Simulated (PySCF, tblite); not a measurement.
# C6H7ClGe: geometry, infrared bands and NMR shifts

What infrared bands and NMR shifts should C6H7ClGe (`C=[C]([GeH3])C#C/C=C/Cl`) show?

Programs: tblite 0.8.0 and PySCF 2.14.0, with density-fitted response routines of our own. Each step states its level of theory. These are calculated values for one molecule in the gas phase, unless marked as measured. Atoms count from 0, in the outputs and in this text.

### 1 The molecule as given

15 atoms, charge 0, multiplicity 1; geometry from: force field or distance geometry start.

Bonds of the start (Å): C0–C1 1.35, C1–Ge2 1.92, C1–C3 1.44, C3–C4 1.21, C4–C5 1.43, C5–C6 1.32, C6–Cl7 1.77, C0–H8 1.09, C0–H9 1.07, Ge2–H10 1.57, Ge2–H11 1.54, Ge2–H12 1.54, C5–H13 1.08, C6–H14 1.09.

### 2 Optimising the geometry with GFN2-xTB

What the job is given:

```
{"job": {"kind": "relax", "xc": "GFN2-xTB", "basis": "xTB"}, "charge": 0, "multiplicity": 1}
C     -1.557200    -1.760100    -0.412500
C     -1.334700    -0.435300    -0.325300
Ge    -2.771800     0.818700    -0.117700
C      0.037600     0.009100    -0.370600
C      1.196700     0.372600    -0.374800
C      2.560900     0.815900    -0.385900
C      3.497800    -0.036000    -0.023800
Cl     5.207500     0.430500     0.009900
H     -0.679100    -2.395000    -0.517600
H     -2.568800    -2.110400    -0.375800
H     -3.855600     0.560700    -1.226800
H     -2.204700     2.247400    -0.233500
H     -3.484600     0.694300     1.245300
H      2.767700     1.836900    -0.687200
H      3.184000    -1.041400     0.268600
```

Started as:

```bash
$ OMP_NUM_THREADS=1 python probes_run.py task.json out
```

One launch serves the whole session: the jobs run in the order shown.

What it wrote:

```text
step      E/eV     max force
  0    -619.03644    1.733
  1    -619.14919    0.962
  2    -619.21007    1.869
  3    -619.23618    1.593
  4    -619.27351    0.487
  5    -619.28891    0.341
  6    -619.29742    0.399
  7    -619.30209    0.270
  8    -619.30438    0.157
  9    -619.30592    0.131
 10    -619.30708    0.104
 11    -619.30769    0.066
 12    -619.30810    0.078
 13    -619.30859    0.094
 14    -619.30921    0.083
 15    -619.30980    0.072
 16    -619.31019    0.040
 17    -619.31043    0.049
 18    -619.31068    0.054
 19    -619.31099    0.047
 20    -619.31130    0.048
 21    -619.31160    0.041
 22    -619.31196    0.060
 23    -619.31252    0.078
 24    -619.31333    0.087
 25    -619.31419    0.066
 26    -619.31479    0.052
 27    -619.31518    0.061
 28    -619.31556    0.074
 29    -619.31600    0.069
 30    -619.31642    0.065
 31    -619.31677    0.046
 32    -619.31710    0.049
 33    -619.31748    0.064
 34    -619.31794    0.058
 35    -619.31843    0.064
 36    -619.31890    0.058
 37    -619.31937    0.058
 38    -619.31986    0.067
 39    -619.32033    0.058
 40    -619.32080    0.049
 41    -619.32125    0.052
 42    -619.32163    0.042
 43    -619.32188    0.040
 44    -619.32209    0.039
 45    -619.32235    0.051
 46    -619.32267    0.060
 47    -619.32292    0.043
 48    -619.32305    0.026
 49    -619.32313    0.024
 50    -619.32321    0.028
 51    -619.32333    0.027
 52    -619.32343    0.023
 53    -619.32349    0.015
 54    -619.32354    0.017
 55    -619.32360    0.020
 56    -619.32370    0.025
 57    -619.32384    0.029
 58    -619.32402    0.033
 59    -619.32420    0.036
 60    -619.32441    0.037
 61    -619.32467    0.044
 62    -619.32493    0.042
 63    -619.32511    0.026
 64    -619.32523    0.023
 65    -619.32532    0.020
 66    -619.32542    0.027
 67    -619.32557    0.030
 68    -619.32575    0.025
 69    -619.32592    0.029
 70    -619.32607    0.034
 71    -619.32619    0.033
 72    -619.32631    0.032
 73    -619.32647    0.033
 74    -619.32669    0.034
 75    -619.32694    0.043
 76    -619.32722    0.047
 77    -619.32752    0.041
 78    -619.32788    0.040
 79    -619.32833    0.046
 80    -619.32879    0.040
 81    -619.32919    0.035
 82    -619.32962    0.039
 83    -619.32988    0.058
 84    -619.33054    0.060
 85    -619.33092    0.047
 86    -619.33161    0.046
 87    -619.33201    0.059
 88    -619.33251    0.058
 89    -619.33295    0.051
 90    -619.33334    0.044
 91    -619.33408    0.076
 92    -619.33519    0.126
 93    -619.33677    0.155
 94    -619.33862    0.152
 95    -619.33835    0.209
 96    -619.34148    0.137
 97    -619.34268    0.079
 98    -619.34408    0.061
 99    -619.34554    0.075
100    -619.34600    0.074
101    -619.34666    0.070
102    -619.34750    0.084
103    -619.34844    0.117
104    -619.34913    0.106
105    -619.34998    0.072
106    -619.35060    0.069
107    -619.35111    0.058
108    -619.35138    0.170
109    -619.35177    0.056
110    -619.35205    0.074
111    -619.35233    0.055
112    -619.35256    0.029
113    -619.35270    0.043
114    -619.35285    0.034
115    -619.35295    0.021
116    -619.35306    0.015
117    -619.35316    0.022
118    -619.35324    0.027
119    -619.35330    0.021
120    -619.35335    0.013
121    -619.35339    0.012
122    -619.35342    0.015
123    -619.35345    0.015
124    -619.35348    0.011
125    -619.35350    0.008
```

Wall time 1.6 s (1 thread of Arm Neoverse N1, shared host); peak memory 0.18 GiB.

Relaxation path: (not every step is listed)

```tsv
step	energy from step 0 (eV)	largest force (eV/Å)
0	0.0000	1.7333
1	-0.1128	0.9616
2	-0.1736	1.8685
3	-0.1997	1.5933
4	-0.2371	0.4865
5	-0.2525	0.3406
6	-0.2610	0.3988
7	-0.2657	0.2697
8	-0.2679	0.1566
19	-0.2745	0.0470
30	-0.2800	0.0654
41	-0.2848	0.0523
52	-0.2870	0.0233
63	-0.2887	0.0258
74	-0.2903	0.0343
85	-0.2945	0.0474
96	-0.3050	0.1374
107	-0.3147	0.0579
118	-0.3168	0.0270
120	-0.3169	0.0128
121	-0.3170	0.0117
122	-0.3170	0.0149
123	-0.3170	0.0147
124	-0.3170	0.0112
125	-0.3171	0.0079
```

Distances of close pairs at the start and the end, largest changes first:

```tsv
bond	before (Å)	after (Å)	change (Å)
Ge2–H10	1.572	1.496	-0.076
C6–Cl7	1.773	1.716	-0.057
Ge2–H12	1.543	1.495	-0.048
Ge2–H11	1.541	1.495	-0.046
C1–Ge2	1.919	1.963	+0.045
C1–C3	1.443	1.405	-0.038
C4–C5	1.434	1.403	-0.032
C5–C6	1.317	1.333	+0.016
```

The next job starts from the end point, and lists it.

### 3 Vibrational analysis with GFN2-xTB

What the job is given:

```
{"job": {"kind": "ir", "xc": "GFN2-xTB", "basis": "xTB"}, "charge": 0, "multiplicity": 1}
C     -1.635500    -1.807162    -0.567548
C     -1.317677    -0.524410    -0.372149
Ge    -2.685077     0.872797    -0.191401
C      0.018496    -0.100863    -0.276105
C      1.152119     0.313090    -0.180527
C      2.461272     0.803745    -0.065681
C      3.527488     0.003103    -0.078667
Cl     5.129881     0.597128     0.073443
H     -0.885118    -2.576996    -0.663380
H     -2.665547    -2.118646    -0.637925
H     -4.044600     0.264241    -0.325859
H     -2.512865     1.928212    -1.236189
H     -2.578029     1.547281     1.138543
H      2.571938     1.875126     0.038885
H      3.458806    -1.068656    -0.183010
```

What it wrote:

```text
mode    cm-1     km/mol
  1      20.0      0.02
  2      47.5      0.04
  3      79.9      0.03
  4      92.9      0.01
  5      98.1      0.07
  6     193.9      0.54
  7     218.0      0.36
  8     292.5      2.71
  9     351.0      6.56
 10     365.8     12.29
 11     388.6      0.47
 12     392.4      4.73
 13     510.8     43.05
 14     558.7     91.16
 15     561.8     24.72
 16     694.9      3.94
 17     717.4      3.99
 18     767.7    546.27
 19     801.4     33.54
 20     836.3    100.77
 21     840.8      2.39
 22     864.2    100.88
 23     882.4     30.98
 24     954.5     28.65
 25    1070.6      0.33
 26    1171.6     27.66
 27    1232.5     11.81
 28    1277.5      2.94
 29    1399.5      0.49
 30    1597.4     43.22
 31    1628.4     24.14
 32    1981.7    170.16
 33    2072.0    452.96
 34    2074.3    437.82
 35    2293.9      2.41
 36    3054.6     12.18
 37    3072.5     19.14
 38    3081.1     15.78
 39    3100.6     36.46
```

Run time: 0.95 s. Hardware: 1 thread of Arm Neoverse N1, shared host; peak memory 0.18 GiB.

Which atoms move in the most intense modes:

```tsv
cm⁻¹	km/mol	atoms
559	91.2	C1 36 %, H11 24 %, H12 20 %
768	546.3	H10 37 %, H12 29 %, H11 29 %
836	100.8	H10 54 %, H11 22 %, H12 22 %
864	100.9	H12 41 %, H11 41 %
1597	43.2	C5 29 %, C6 24 %, C0 21 %, C1 21 %
1982	170.2	H10 40 %, H11 30 %, H12 30 %
2072	453.0	H11 50 %, H12 48 %
2074	437.8	H10 59 %, H12 21 %, H11 18 %
```

### 4 Shielding tensors: PBE0/pcSseg-1

Settings changed since step 3:

```diff
@@ -1,2 +1,2 @@
-{"job": {"kind": "ir", "xc": "GFN2-xTB", "basis": "xTB"}, "charge": 0, "multiplicity": 1}
+{"job": {"kind": "nmr", "xc": "PBE0", "basis": "pcSseg-1"}, "charge": 0, "multiplicity": 1}
 C     -1.635500    -1.807162    -0.567548
```

With the program's defaults for keys left out, this is: GIAO PBE0/pcSseg-1 NMR shielding, non-relativistic, gas phase.

What it wrote:

```text
coarse grid: 62120 points
cycle   1  E = -2768.8989201125  dE =  4.640e-01  |g| = 9.010e-01  |ddm| = 4.169e+00
cycle   2  E = -2768.8580274033  dE =  4.089e-02  |g| = 9.386e-01  |ddm| = 1.139e+00
cycle   3  E = -2768.9588662935  dE = -1.008e-01  |g| = 2.062e-01  |ddm| = 7.949e-01
cycle   4  E = -2768.9684514140  dE = -9.585e-03  |g| = 9.889e-02  |ddm| = 2.585e-01
cycle   5  E = -2768.9705738644  dE = -2.122e-03  |g| = 2.924e-02  |ddm| = 9.343e-02
cycle   6  E = -2768.9707748322  dE = -2.010e-04  |g| = 7.275e-03  |ddm| = 2.814e-02
cycle   7  E = -2768.9707864074  dE = -1.158e-05  |g| = 1.556e-03  |ddm| = 7.268e-03
cycle   8  E = -2768.9707868882  dE = -4.808e-07  |g| = 7.187e-04  |ddm| = 2.248e-03
final grid: 129640 points
cycle   9  E = -2768.9708110431  dE =  2.926e-07  |g| = 1.290e-03  |ddm| = 3.417e-03
cycle  10  E = -2768.9708098748  dE =  1.168e-06  |g| = 2.408e-03  |ddm| = 3.409e-03
cycle  11  E = -2768.9708115038  dE = -1.629e-06  |g| = 1.439e-04  |ddm| = 2.251e-03
cycle  12  E = -2768.9708115085  dE = -4.608e-09  |g| = 2.928e-05  |ddm| = 1.305e-04
cycle  13  E = -2768.9708115087  dE = -2.169e-10  |g| = 6.710e-06  |ddm| = 3.273e-05
converged SCF energy = -2768.9708115087

GIAO shielding tensors (ppm)
atom      isotropic    diamagn.    paramagn.     s11        s22        s33       span
  0 C       39.768     251.753    -211.985    -83.294     51.237    151.362    234.656
  1 C       55.328     269.247    -213.920    -49.801     47.472    168.313    218.114
  2 Ge    1542.187    2753.712   -1211.524   1434.501   1511.863   1680.198    245.697
  3 C       83.448     250.247    -166.799      1.144     19.222    229.977    228.833
  4 C       87.749     256.158    -168.409     22.714     28.541    211.990    189.276
  5 C       65.414     261.729    -196.315    -39.292     86.788    148.747    188.038
  6 C       39.960     252.125    -212.165    -66.794     61.631    125.043    191.837
  7 Cl     713.342    1143.532    -430.190    496.793    718.555    924.677    427.884
  8 H       25.165      31.859      -6.695     21.430     24.169     29.894      8.464
  9 H       25.512      30.194      -4.682     21.778     23.910     30.848      9.069
 10 H       27.847      28.606      -0.759     21.181     23.048     39.311     18.130
 11 H       27.679      28.180      -0.501     21.284     23.156     38.597     17.313
 12 H       27.679      28.348      -0.668     21.296     23.156     38.585     17.289
 13 H       25.422      30.945      -5.523     21.873     24.730     29.664      7.792
 14 H       25.005      30.955      -5.951     20.963     25.091     28.960      7.997
```

It took 84 s on 1 thread of Arm Neoverse N1, shared host; peak memory 1 GiB.

Shifts follow as δ = σ(reference) − σ, with reference shieldings (ppm) from runs at the same level and on the same kind of geometry: 1H TMS 31.72, 13C TMS 186.9, 73Ge GeMe4 1331, 35Cl HCl 950. The references are single molecules in the gas phase. Atoms listed in one row are averaged.

```tsv
atoms	environment	σ (ppm)	δ (ppm)
C0	terminal =CH2 carbon	39.8	147.2
C6	alkene CH	40.0	147.0
C1	fully substituted alkene carbon	55.3	131.6
C5	alkene CH	65.4	121.5
C3	alkyne carbon	83.4	103.5
C4	alkyne carbon	87.7	99.2
H14	hydrogen on an alkene CH	25.00	6.71
H8	hydrogen on a terminal =CH2 carbon	25.16	6.55
H13	hydrogen on an alkene CH	25.42	6.29
H9	hydrogen on a terminal =CH2 carbon	25.51	6.21
H10, H11, H12	hydrogen on a germanium bonded to C	27.73	3.98
Ge2	germanium bonded to C, 3 H	1542	-211
Cl7	chlorine bonded to C	713	236
```

The run also stored atomic charges by several schemes (e):

```tsv
atoms	Mulliken	IAO	Hirshfeld	ESP fit
C0	-0.05	-0.27	-0.08	-0.39
C1	-0.74	-0.23	-0.07	0.05
Ge2	0.40	0.51	0.31	0.22
C3	0.27	-0.04	-0.05	-0.13
C4	-0.01	-0.06	-0.05	-0.06
C5	-0.19	-0.17	-0.05	-0.03
C6	-0.11	-0.15	-0.01	-0.25
Cl7	-0.07	0.00	-0.02	-0.04
```

Mayer bond orders: C0–C1 1.91, C1–Ge2 0.82, C1–C3 1.08, C3–C4 2.08, C4–C5 1.25, C5–C6 1.75, C6–Cl7 1.05.

Orbitals, density, ELF and potential are computed afterwards from the orbital file.

Frontier orbitals at PBE0/pcSseg-1, with the share of their density that lies nearest to each atom:

```tsv
orbital	energy (eV)	lies on
HOMO	-6.62	4 C atoms about 16 % each; Cl7 12 %; C5 9 %
LUMO	-1.80	C0, C6 about 19 % each; 4 C atoms about 10 % each
```

ELF in a plane through or near 13 of the atoms.

Ten even steps from '0' (0.00) to '9' (1.00):
```
0000000000000000000000000000
0000000000000000000000000000
0000000000000000000000000000
0000000000000000000000000000
0000000034000000011000000000
0000000199500000122200000000
0002550199701100132222100000
0015883089536530215369920000
0017885152667851317399950000
0037538482914427771399950000
0048657324558328573289910000
0037853992068665671000000000
0014513995045312737810000000
0000002995001007429990000000
0000000550000089969990000000
0000000000000199943830000000
0000000000000039810000000000
0000000000000000000000000000
0000000000000000000000000000
0000000000000000000000000000
```
The map spans 15.5 Å across and 10.3 Å up, centred on the molecule. Atoms in the plane (x, y in Å): C0 (1.8, -1.7), C1 (1.4, -0.4), Ge2 (2.6, 1.1), C3 (0.0, -0.1), C4 (-1.2, 0.2), C5 (-2.5, 0.6), C6 (-3.5, -0.2), Cl7 (-5.2, 0.2), H8 (1.1, -2.5), H9 (2.8, -1.9), H10 (4.0, 0.6), H13 (-2.7, 1.7), H14 (-3.4, -1.3).

log10 of the density (e/Å³) in the same plane.

Ten even steps from '0' (-4.0) to '9' (2.5):
```
0000000000000000000000000000
0000000000000000000000000000
0000000000000000011100000000
0000000011000001122211000000
0000111223210012233322100000
0011222344322222344432100000
0123333456433333455543210000
0134554456554443468754321000
0235665567665554569765421000
0245886666676665666555421000
0245666865566776765444320000
0234555664445556665433210000
0123444664334445665532100000
0012223443223345676542000000
0000012332112346655532000000
0000001111001245544321000000
0000000000000123332210000000
0000000000000012211000000000
0000000000000000000000000000
0000000000000000000000000000
```
The map spans 15.5 Å across and 10.3 Å up, centred on the molecule. Atoms in the plane (x, y in Å): C0 (1.8, -1.7), C1 (1.4, -0.4), Ge2 (2.6, 1.1), C3 (0.0, -0.1), C4 (-1.2, 0.2), C5 (-2.5, 0.6), C6 (-3.5, -0.2), Cl7 (-5.2, 0.2), H8 (1.1, -2.5), H9 (2.8, -1.9), H10 (4.0, 0.6), H13 (-2.7, 1.7), H14 (-3.4, -1.3).

On the surface of density 0.002 e/bohr³ the electrostatic potential runs, from the 1st to the 99th percentile, from -0.59 V near C3 to 1.11 V near H14.

### 5 Outcome

| quantity | value |
| --- | --- |
| strongest single infrared mode (GFN2-xTB) | 768 cm⁻¹, 546 km/mol |
| zero-point energy (GFN2-xTB) | 59.5 kcal/mol |
| 13C shifts against TMS (PBE0/pcSseg-1) | 147.2, 147.0, 131.6, 121.5, 103.5, 99.2 ppm |
| 1H shifts against TMS (PBE0/pcSseg-1, means over atoms taken as alike) | 6.71, 6.55, 6.29, 6.21, 3.98 ppm |
| 73Ge shifts against GeMe4 (PBE0/pcSseg-1) | -211 ppm |
| 35Cl shifts against HCl (PBE0/pcSseg-1) | 236 ppm |
| surface potential, 1st and 99th percentile | -0.59 V and 1.11 V |

**Reading.** Relaxing lowered the energy by 0.317 eV in 125 steps; the close pair that moved most is Ge2–H10, from 1.572 to 1.496 Å. No mode is imaginary among the 39: a minimum at this level. The strongest single mode, at 768 cm⁻¹, has its largest shares on H10, H12 and H11 (the list is cut at 3 atoms). Unscaled tight-binding wavenumbers are off by several per cent, some by more. Its intensities can rank the bands wrongly. The most deshielded carbon is C0 (terminal =CH2 carbon), at 147.2 ppm: an sp2 carbon of a C=C bond. At PBE0/pcSseg-1: The largest span, 428 ppm, is at Cl7, where the paramagnetic term is -430 ppm. By nearest atom (PBE0/pcSseg-1), the HOMO sits on 4 C atoms about 16 % each; Cl7 12 % and the LUMO on C0, C6 about 19 % each; 4 C atoms about 10 % each. Spin-orbit coupling is left out, which matters for shieldings and couplings at and beside the heavy atoms.
